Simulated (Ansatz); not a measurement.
# Ta3Si5C5N3: the cost of one run

All numbers below are computed with Ansatz 0.2.0 (DFT PBE, scalar-relativistic, plane waves, PAW).

**1. The system as given**

The cell holds 16 atoms (C5N3Si5Ta3): a = 5.531 Å, b = 5.986 Å, c = 5.876 Å, α = 90.14°, β = 87.21°, γ = 96.12°.

5 Si, 5 C, 3 Ta, 3 N were thrown into a skewed cell at random, at 1.05 times a reference volume of the solid, and pushed apart as soft spheres.

As a file:

```
CELL_PARAMETERS angstrom
5.52089 -0.30690 0.13873
-0.30690 5.97814 -0.00346
0.13873 -0.00346 5.87397
ATOMIC_POSITIONS crystal
Si 0.87933 0.35751 0.03231
Si 0.89424 0.68244 0.43189
Si 0.25302 0.51230 0.23489
Si 0.28453 0.18649 0.96183
Si 0.74445 0.96224 0.17362
C 0.43948 0.81003 0.49855
C 0.13193 0.42323 0.65396
C 0.95741 0.75202 0.85919
C 0.40637 0.80150 0.93443
C 0.57733 0.28402 0.37210
Ta 0.58462 0.48832 0.73939
Ta 0.14160 0.08652 0.38695
Ta 0.75068 0.07398 0.70234
N 0.51255 0.62926 0.37335
N 0.72833 0.78055 0.95339
N 0.15161 0.60320 0.91370
```

**2. Stage at 4000 K**

The cutoff is lowered while the worst contacts of the packing are taken out. One k point, a Fermi-Dirac width of 0.345 eV and a fixed cell.

input.yaml reads:

```yaml
crystal:
  lattice:
    - [5.520887, -0.3069, 0.138732]
    - [-0.3069, 5.97814, -0.003456]
    - [0.138732, -0.003456, 5.873965]
  atoms:
    - { symbol: Si, position: [0.8793296937, 0.3575062373, 0.0323059025] }
    - { symbol: Si, position: [0.894244402, 0.6824407382, 0.4318914363] }
    - { symbol: Si, position: [0.2530184888, 0.5123006291, 0.2348913438] }
    - { symbol: Si, position: [0.284527397, 0.186491735, 0.9618315292] }
    - { symbol: Si, position: [0.744448681, 0.9622396505, 0.1736223794] }
    - { symbol: C, position: [0.4394767181, 0.8100308782, 0.498545716] }
    - { symbol: C, position: [0.1319334237, 0.4232325145, 0.653963036] }
    - { symbol: C, position: [0.9574128525, 0.7520161814, 0.8591942229] }
    - { symbol: C, position: [0.4063657867, 0.8015001347, 0.9344293658] }
    - { symbol: C, position: [0.577333426, 0.2840151182, 0.372095295] }
    - { symbol: Ta, position: [0.5846206201, 0.4883216497, 0.7393854132] }
    - { symbol: Ta, position: [0.1416031456, 0.0865218765, 0.3869527617] }
    - { symbol: Ta, position: [0.7506759801, 0.0739805213, 0.7023407485] }
    - { symbol: "N", position: [0.5125467751, 0.6292575217, 0.3733463381] }
    - { symbol: "N", position: [0.7283346876, 0.780550546, 0.953388608] }
    - { symbol: "N", position: [0.1516100906, 0.603203254, 0.91370355] }
  symmetry: { detect: false }
basis:
  ecutwfc: 320
  xc_grid: 1
kpoints:
  mp_grid: { grid: [1, 1, 1], shift: [0.25, 0.25, 0.25] }
hamiltonian:
  xc: pbe
scf:
  occupations: { method: fermi_dirac, width: 0.3447 }
  lower_state_search: "off"
  convergence: { dr2_threshold: 1.0e-05 }
output:
  forces: true
  stress: true
md:
  timestep: 2.0
  n_steps: 24
  ensemble: nvt_langevin
  friction: 0.03
  temperature: 4000.0
  initial_velocities: maxwell_boltzmann
  seed: 23766
```

On the command line:

```bash
> ansatz run input.yaml --threads 2 --pin off --max-ram 5120MiB --backend cpu --events-out ev --progress --plain --runs-dir out
```

Q: Estimate wall time and peak memory on 2 threads of Arm Neoverse V2, shared host.

About 15 s, with a peak of 0.34 GiB.
